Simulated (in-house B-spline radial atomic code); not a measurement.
# Ce¹⁰⁺: density, ELF and screening along the radius

How do the shells of Ce¹⁰⁺ show in real space, and how much do the settings move them?

The numbers are computed with in-house B-spline radial atomic code version 1 (several methods, spin-polarised, as named in each step; spherical all-electron atom at the radial basis limit), except any that are marked as measured or tabulated.

**1. The system**

| Quantity | Value |
| --- | --- |
| element | cerium (Z = 58) |
| charge | +10 |
| electrons | 48 |
| configuration | [Kr] 4d10 5s2 |
| nucleus | point (non-relativistic runs) or finite (X2C runs) |

The outer shells:

[Kr] 4d10 5s2
```
[Kr] core
4d [↑↓][↑↓][↑↓][↑↓][↑↓]
5s [↑↓]
```

Where spins are not typed, each open shell is filled with up spins first.

**2. LDA (VWN5), non-rel.**

Settings, as recorded:

```ini
Z = 58
electrons = 48.0
configuration = [Kr] 4d10 5s2
hamiltonian = nr
method = lda,vwn
spin_polarised = True
```

Launch:

```bash
> python run_scf.py task.json out
```

task.json lists these runs, among others, and the program works through them in turn.

From the run's result record (rounded, not every field):

```text
{
  "status": "converged",
  "scf [iteration, energy, orbital gradient]": [
    [1, -8497.53303595, 1.85],
    [2, -8526.81497742, 0.891],
    [3, -8537.35583567, 0.24],
    [4, -8538.13522203, 0.0643],
    [5, -8538.16996964, 0.0316],
    [6, -8538.184383, 0.00199],
    [7, -8538.184425, 4.28e-05],
    [8, -8538.18442502, 1.37e-06],
    [9, -8538.18442502, 4.43e-08]
  ],
  "energy [hartree]": {"total": -8538.18442502, "kinetic": 8534.45110657, "nuclear": -19947.63543, "coulomb": 3066.15332495, "xc": -191.153426526},
  "orbitals [hartree, bohr; up spins, the down spins are equal]": [
    ["name", "occ", "eps", "<r>", "<r^2>", "<1/r>", "r_max", "density_at_nucleus", "spin_orbit_zeta"],
    ["1s up", 1.0, -1411.8509, 0.026201, 0.00091781, 57.422, 0.017363, 60870.0, "-"],
    ["2s up", 1.0, -224.3435, 0.11219, 0.014768, 13.259, 0.095533, 6474.2, "-"],
    ["2p up", 3.0, -212.58875, 0.095306, 0.011028, 13.284, 0.074468, "-", 9.717],
    ["3s up", 1.0, -52.672821, 0.29371, 0.098326, 4.9176, 0.26914, 1320.4, "-"],
    ["3p up", 3.0, -47.578133, 0.28346, 0.092931, 4.8534, 0.25583, "-", 1.8908],
    ["3d up", 5.0, -38.055364, 0.25418, 0.07601, 4.7379, 0.20601, "-", 0.2736],
    ["4s up", 1.0, -14.873005, 0.66195, 0.49336, 2.1031, 0.61896, 312.21, "-"],
    ["4p up", 3.0, -12.957159, 0.67944, 0.52341, 2.0158, 0.62806, "-", 0.41947],
    ["4d up", 5.0, -9.5765419, 0.72127, 0.59929, 1.8277, 0.64386, "-", 0.051062],
    ["5s up", 1.0, -5.9803422, 1.3775, 2.1091, 0.97383, 1.3239, 78.981, "-"]
  ],
  "sum_r [bohr^k]": {"-1": 343.9247, "1": 21.04674, "2": 15.95016},
  "density_at_nucleus [bohr^-3]": 138112.2,
  "spin_density_at_nucleus [bohr^-3]": 0.0,
  "mass_velocity [hartree]": -933.9139,
  "darwin [hartree]": 670.0553,
  "radius_at_0.001 [bohr]": 2.522,
  "radius_enclosing_fraction [bohr]": {"0.5": 0.3125, "0.9": 0.932, "0.99": 1.688},
  "slater [hartree]": {
    "F0(4d up,4d up)": 1.2468,
    "F2(4d up,4d up)": 0.63789,
    "F4(4d up,4d up)": 0.42827,
    "F0(4d up,4d down)": 1.2468,
    "F2(4d up,4d down)": 0.63789,
    "F4(4d up,4d down)": 0.42827,
    "F0(4d up,5s up)": 0.78608,
    "G2(4d up,5s up)": 0.08611,
    "F0(4d up,5s down)": 0.78608,
    "F0(4d down,4d down)": 1.2468,
    "F2(4d down,4d down)": 0.63789,
    "F4(4d down,4d down)": 0.42827,
    "F0(4d down,5s up)": 0.78608,
    "F0(4d down,5s down)": 0.78608,
    "G2(4d down,5s down)": 0.08611,
    "F0(5s up,5s up)": 0.65079,
    "F0(5s up,5s down)": 0.65079,
    "F0(5s down,5s down)": 0.65079
  }
}
```

Run time: 0.16 s. Hardware: 1 thread, shared host.

radius_at_0.001 is where the density falls to 0.001 electrons per bohr³.

Fields along the radius, from the same record (one point in 2):

```tsv
r (bohr)	4πr²n (1/bohr)	ELF	screened charge r·V (e)	reduced gradient s
0.00394	17.07	0.9989	56.66	0.4212
0.00592	30.65	0.9980	56.01	0.4531
0.00889	49.14	0.9949	55.07	0.5034
0.0133	66.78	0.9802	53.76	0.5802
0.0200	73.37	0.8767	51.95	0.6794
0.0301	66.86	0.4609	49.53	0.6701
0.0451	70.30	0.3572	46.34	0.3600
0.0677	93.58	0.6892	42.21	0.3039
0.102	90.50	0.6220	37.21	0.4732
0.153	74.45	0.3583	31.63	0.3075
0.229	84.01	0.7239	25.69	0.3199
0.344	44.37	0.4228	20.35	0.6799
0.516	32.87	0.4875	15.61	0.1716
0.775	27.13	0.7476	11.96	0.5695
1.16	6.933	0.2601	10.45	1.100
1.75	1.330	0.5208	10.05	2.024
2.62	0.05254	0.8042	10.00	9.774
3.94	0.00008	0.4024	10.00	127.5
```

**3. PBE, non-rel.**

Settings, as recorded:

```ini
Z = 58
electrons = 48.0
configuration = [Kr] 4d10 5s2
hamiltonian = nr
method = pbe,pbe
spin_polarised = True
```

Results of the run:

```text
{
  "status": "converged",
  "scf [iteration, energy, orbital gradient]": [
    [1, -8503.5026629, 1.82],
    [2, -8533.25300898, 0.865],
    [3, -8543.34601926, 0.222],
    [4, -8544.1103425, 0.0622],
    [5, -8544.14608374, 0.0299],
    [6, -8544.16031941, 0.0019],
    [7, -8544.16035912, 4.63e-05],
    [8, -8544.16035913, 2.25e-06],
    [9, -8544.16035913, 4.1e-08]
  ],
  "energy [hartree]": {"total": -8544.16035913, "kinetic": 8541.66290371, "nuclear": -19955.4302504, "coulomb": 3066.80625623, "xc": -197.199268628},
  "orbitals [hartree, bohr; up spins, the down spins are equal]": [
    ["name", "occ", "eps", "<r>"],
    ["1s up", 1.0, -1413.1988, 0.026182],
    ["2s up", 1.0, -224.50131, 0.11211],
    ["2p up", 3.0, -212.64477, 0.095278],
    ["3s up", 1.0, -52.709088, 0.29329],
    ["3p up", 3.0, -47.585155, 0.28317],
    ["3d up", 5.0, -38.043408, 0.25403],
    ["4s up", 1.0, -14.89574, 0.66149],
    ["4p up", 3.0, -12.967599, 0.67914],
    ["4d up", 5.0, -9.5727469, 0.721],
    ["5s up", 1.0, -5.9549398, 1.3806]
  ],
  "sum_r [bohr^k]": {"-1": 344.0591, "1": 21.04319, "2": 15.95061}
}
```

It took 0.06 s on 1 thread, shared host.

The record's radial tables, every 4th point:

```tsv
r (bohr)	4πr²n (1/bohr)	ELF	screened charge r·V (e)	reduced gradient s
0.00395	17.16	0.9989	56.66	0.4214
0.00890	49.27	0.9949	55.06	0.5037
0.0200	73.40	0.8766	51.95	0.6798
0.0452	70.39	0.3583	46.32	0.3579
0.102	90.49	0.6220	37.21	0.4739
0.229	84.13	0.7247	25.69	0.3195
0.517	32.90	0.4922	15.59	0.1678
1.17	6.662	0.2513	10.44	1.111
2.63	0.05245	0.8195	10.00	9.733
```

**4. Hartree-Fock, non-rel.**

Settings, as recorded:

```ini
Z = 58
electrons = 48.0
configuration = [Kr] 4d10 5s2
hamiltonian = nr
method = hf
spin_polarised = True
```

Results of the run:

```text
{
  "status": "converged",
  "scf [iteration, energy, orbital gradient]": [
    [1, -8501.74166817, 1.83],
    [2, -8536.60509855, 0.623],
    [3, -8541.61314809, 0.204],
    [4, -8542.16260222, 0.0716],
    [5, -8542.22447259, 0.0217],
    [6, -8542.23224358, 0.00131],
    [7, -8542.23225939, 0.000273],
    [8, -8542.23226008, 1.82e-05],
    [9, -8542.23226008, 4.19e-07]
  ],
  "energy [hartree]": {"total": -8542.23226008, "kinetic": 8542.23235463, "nuclear": -19955.1423374, "coulomb": 3065.98447463, "exact_exchange": -195.306751962},
  "orbitals [hartree, bohr; up spins, the down spins are equal]": [
    ["name", "occ", "eps", "<r>"],
    ["1s up", 1.0, -1428.773, 0.026179],
    ["2s up", 1.0, -230.88886, 0.11199],
    ["2p up", 3.0, -218.25356, 0.09534],
    ["3s up", 1.0, -55.686471, 0.29187],
    ["3p up", 3.0, -50.152222, 0.28224],
    ["3d up", 5.0, -39.996891, 0.25325],
    ["4s up", 1.0, -16.215252, 0.65942],
    ["4p up", 3.0, -14.028142, 0.67949],
    ["4d up", 5.0, -10.161362, 0.72208],
    ["5s up", 1.0, -6.1206094, 1.3986]
  ],
  "sum_r [bohr^k]": {"-1": 344.0542, "1": 21.07173, "2": 16.0321}
}
```

Run time: 0.08 s. Hardware: 1 thread, shared host.

The record's radial tables, every 4th point:

```tsv
r (bohr)	4πr²n (1/bohr)	ELF	screened charge r·V (e)	reduced gradient s
0.00396	17.23	0.9989	56.65	0.4212
0.00894	49.50	0.9949	55.05	0.5041
0.0202	73.38	0.8712	51.90	0.6823
0.0455	70.63	0.3612	46.26	0.3527
0.103	89.90	0.6132	37.09	0.4774
0.232	83.98	0.7332	25.51	0.3287
0.522	33.06	0.5135	15.49	0.1647
1.18	6.379	0.2353	10.43	1.129
2.66	0.05090	0.8775	10.00	9.814
```

**5. TPSSh, non-rel.**

Settings: those of step 4 with these lines changed.

```diff
@@ -4,3 +4,3 @@
 hamiltonian = nr
-method = hf
+method = tpssh
 spin_polarised = True
```

Results of the run:

```text
{
  "status": "converged",
  "scf [iteration, energy, orbital gradient]": [
    [1, -8544.39348084, 0.0905],
    [2, -8544.39741528, 0.00171],
    [3, -8544.39744951, 0.000617],
    [4, -8544.39745126, 0.000255],
    [5, -8544.39745134, 4.31e-05],
    [6, -8544.39745137, 1.02e-05],
    [7, -8544.39745137, 4e-07]
  ],
  "energy [hartree]": {"total": -8544.39745137, "kinetic": 8541.90133422, "nuclear": -19955.09133, "coulomb": 3066.22381404, "exact_exchange": -19.5251113465, "xc": -177.90615825},
  "orbitals [hartree, bohr; up spins, the down spins are equal]": [
    ["name", "occ", "eps", "<r>"],
    ["1s up", 1.0, -1415.8564, 0.026174],
    ["2s up", 1.0, -225.31159, 0.11206],
    ["2p up", 3.0, -213.27758, 0.095283],
    ["3s up", 1.0, -53.114617, 0.29287],
    ["3p up", 3.0, -47.905105, 0.28297],
    ["3d up", 5.0, -38.254247, 0.254],
    ["4s up", 1.0, -15.085402, 0.6613],
    ["4p up", 3.0, -13.111696, 0.67939],
    ["4d up", 5.0, -9.6439899, 0.72139],
    ["5s up", 1.0, -5.9613776, 1.3826]
  ],
  "sum_r [bohr^k]": {"-1": 344.0533, "1": 21.04961, "2": 15.96275}
}
```

Run time: 0.11 s. Hardware: 1 thread, shared host.

Meta-GGA runs start from a PBE run whose iterations are not counted.

The record's radial tables, every 4th point:

```tsv
r (bohr)	4πr²n (1/bohr)	ELF	screened charge r·V (e)	reduced gradient s
0.00395	17.17	0.9989	56.66	0.4212
0.00890	49.29	0.9949	55.06	0.5036
0.0201	73.40	0.8739	51.93	0.6811
0.0452	70.36	0.3578	46.32	0.3575
0.102	90.45	0.6224	37.21	0.4747
0.230	84.11	0.7277	25.63	0.3226
0.518	32.96	0.4962	15.57	0.1657
1.17	6.666	0.2500	10.44	1.112
2.63	0.05312	0.8425	10.00	9.643
```

**6. SCAN, non-rel.**

Settings, as recorded:

```ini
Z = 58
electrons = 48.0
configuration = [Kr] 4d10 5s2
hamiltonian = nr
method = scan,scan
spin_polarised = True
```

Results of the run:

```text
{
  "status": "converged",
  "scf [iteration, energy, orbital gradient]": [
    [1, -8545.20478011, 0.226],
    [2, -8545.21677999, 0.00276],
    [3, -8545.21682543, 0.00109],
    [4, -8545.21682861, 0.000482],
    [5, -8545.21682911, 6.04e-05],
    [6, -8545.21682915, 2.23e-05],
    [7, -8545.21682916, 4.46e-06],
    [8, -8545.21682916, 1.12e-06],
    [9, -8545.21682916, 1.48e-07]
  ],
  "energy [hartree]": {"total": -8545.21682916, "kinetic": 8542.76311355, "nuclear": -19955.9681038, "coulomb": 3066.26209316, "xc": -198.273932055},
  "orbitals [hartree, bohr; up spins, the down spins are equal]": [
    ["name", "occ", "eps", "<r>"],
    ["1s up", 1.0, -1415.4039, 0.026185],
    ["2s up", 1.0, -225.51321, 0.11204],
    ["2p up", 3.0, -213.44973, 0.095282],
    ["3s up", 1.0, -53.215769, 0.29261],
    ["3p up", 3.0, -47.96826, 0.28285],
    ["3d up", 5.0, -38.253577, 0.25411],
    ["4s up", 1.0, -15.11292, 0.66113],
    ["4p up", 3.0, -13.11814, 0.67927],
    ["4d up", 5.0, -9.625124, 0.72177],
    ["5s up", 1.0, -5.9581105, 1.3828]
  ],
  "sum_r [bohr^k]": {"-1": 344.0684, "1": 21.05265, "2": 15.96831}
}
```

Wall time 0.1 s (1 thread, shared host).

Fields along the radius, from the same record (one point in 4):

```tsv
r (bohr)	4πr²n (1/bohr)	ELF	screened charge r·V (e)	reduced gradient s
0.00395	17.17	0.9989	56.66	0.4212
0.00890	49.28	0.9949	55.06	0.5035
0.0201	73.41	0.8739	51.93	0.6809
0.0452	70.38	0.3580	46.32	0.3581
0.102	90.46	0.6219	37.21	0.4756
0.230	84.16	0.7288	25.63	0.3217
0.518	32.89	0.4960	15.57	0.1650
1.17	6.659	0.2507	10.44	1.108
2.63	0.05160	0.8215	10.00	9.841
```

**7. Results**

| run | total energy (hartree) | highest level (eV) | radius holding 50 / 90 / 99 % (bohr) | radius at n = 0.001 (bohr) | ELF minima on the full grid (bohr) |
| --- | --- | --- | --- | --- | --- |
| LDA (VWN5), non-rel. | -8538.1844 | -162.73 | 0.312 / 0.932 / 1.69 | 2.52 | 0.037, 0.15, 0.42, 1.2 |
| PBE, non-rel. | -8544.1604 | -162.04 | 0.312 / 0.931 / 1.69 | 2.53 | 0.037, 0.15, 0.42, 1.2 |
| Hartree-Fock, non-rel. | -8542.2323 | -166.55 | 0.312 / 0.931 / 1.71 | 2.55 | 0.037, 0.15, 0.43, 1.2 |
| TPSSh, non-rel. | -8544.3975 | -162.22 | 0.312 / 0.931 / 1.69 | 2.53 | 0.037, 0.15, 0.42, 1.2 |
| SCAN, non-rel. | -8545.2168 | -162.13 | 0.312 / 0.931 / 1.69 | 2.53 | 0.037, 0.15, 0.42, 1.2 |

In the first run ELF has 4 minima on the grid, which mark the borders between shells. On the record's full grid the screened charge (r times the electrostatic potential) falls from 57.9 near the nucleus to 10.00 at 4.8 bohr; far out it tends to the net charge, 10. The grid is coarse (about 23 % a step), so the places of minima are rough.
